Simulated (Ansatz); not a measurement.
# Lu3Si (antiAuCu3): equation of state and elastic constants

The task here is to estimate one member of a computed series from the others.

Method: DFT PBEsol, scalar-relativistic, plane waves, PAW, in Ansatz 0.2.0.

### The system as given

Symmetry: Pm-3m, No. 221, cubic system. Conventional cell: a = 4.443 Å, b = 4.443 Å, c = 4.443 Å, α = 90.00°, β = 90.00°, γ = 90.00°. Around Lu (site symmetry 4/mmm) lie 8 Lu at 3.14 Å and 4 Si at 3.14 Å. Si (site symmetry m-3m) has 12 Lu at 3.14 Å as nearest neighbours.

As a file:

```
CELL_PARAMETERS angstrom
4.44343 0.00000 0.00000
0.00000 4.44343 0.00000
0.00000 0.00000 4.44343
ATOMIC_POSITIONS crystal
Lu 0.00000 0.50000 0.50000
Lu 0.50000 0.50000 0.00000
Lu 0.50000 0.00000 0.50000
Si 0.00000 0.00000 0.00000
```

An earlier run at PBEsol left this cell at 21.933 Å³/atom and -0.07 GPa (8×8×8 mesh).

Volume factors to run: 0.980, 1.020, 0.960, 1.040.

Set-up of the first run:

Contents of input.yaml:

```yaml
crystal:
  lattice:
    - [4.4136092229, 0.0, 0.0]
    - [0.0, 4.4136092229, 0.0]
    - [0.0, 0.0, 4.4136092229]
  atoms:
    - { symbol: Lu, position: [0.0, 0.5, 0.5] }
    - { symbol: Lu, position: [0.5, 0.5, 0.0] }
    - { symbol: Lu, position: [0.5, 0.0, 0.5] }
    - { symbol: Si, position: [0.0, 0.0, 0.0] }
basis:
  ecutwfc: 420
  ecutrho_ratio: 4
kpoints:
  mp_grid: { grid: [8, 8, 8] }
hamiltonian:
  xc: pbesol
scf:
  occupations: { method: gaussian, width: 0.05 }
output:
  forces: true
  stress: true
  eigenvalues: true
```

Among the steps run: Volume × 0.980; Volume × 1.020; At 0.960 of the relaxed volume; At 1.040 of the relaxed volume.

One table of the session follows, with a row left open; its other results are not shown here.

It belongs to the step «Energy and pressure against volume». 

```
volume (Å³/atom)  energy (meV/atom)  pressure (GPa)
          21.056               7.58            2.93
          21.494                  ?               ?
          21.933               0.00           -0.07
          22.372               2.07           -1.39
          22.810               7.58           -2.58
```

Q: Estimate the row for volume (Å³/atom) = 21.494 from the others.

Worked estimate for «energy (meV/atom)». A straight line through the neighbours (21.056, 7.58) and (21.933, 0.00) gives 7.58 + (0.00 − 7.58) × (21.494 − 21.056) / (21.933 − 21.056) = 3.79; a parabola fitted to 3 rows on both sides gives 1.84.

As computed: energy (meV/atom): 1.72; pressure (GPa): 1.37. In «energy (meV/atom)» the line misses by +2.07 and the parabola by +0.12.
